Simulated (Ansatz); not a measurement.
# CoNiO2 (P4/mmm) in Ansatz: equation of state

Aim: energy against volume of CoNiO2 in PBEsol, for its equilibrium volume and stiffness.

Everything below comes from runs of Ansatz 0.2.0. Logs are shortened: lines on timing, memory, paths and dates and some standing lists are left out, and cuts for length are marked.

### 1 Starting point

It takes space group P4/mmm (No. 123, tetragonal). Conventional cell: a = 3.014 Å, b = 3.014 Å, c = 4.222 Å, α = 90.00°, β = 90.00°, γ = 90.00°. Ni (site symmetry 4/mmm) is surrounded by 6 O at 2.11 to 2.13 Å. Co (site symmetry 4/mmm) is surrounded by 6 O at 2.11 to 2.13 Å. O (site symmetry 4/mmm) is surrounded by 2 Ni at 2.11 Å and 4 Co at 2.13 Å. O (site symmetry 4/mmm) has 2 Co at 2.11 Å and 4 Ni at 2.13 Å as nearest neighbours.

The cell comes from a database or a generator and needn't be the stable form of this composition.

### 2 Equation of state, PBEsol, collinear spin, ferromagnetic start

Potentials or basis: all-electron LAPW, scalar-relativistic.

This step only gathers the single runs of the series.

Results:

```yaml
Equilibrium_volume: "8.55 Å³/atom (rough: see the caveat)"
Bulk_modulus_at_fixed_shape_and_positions: 62 GPa (rough)
```

Energy against volume, from the lowest point:
| volume (Å³/atom) | energy (meV/atom) |
| --- | --- |
| 9.016 | 0.00 |
| 9.207 | 7.18 |
| 9.399 | 16.15 |
| 9.591 | 28.61 |
| 9.783 | 44.43 |
| 9.975 | 63.28 |
| 10.167 | 84.77 |

Caveat: the fit is doubtful: noisy points or a state that changes with volume; the minimum lies outside the volumes run; the cell was scaled at fixed shape and fractional positions, which overstates the stiffness of a crystal with free parameters, most of all of layers and chains.
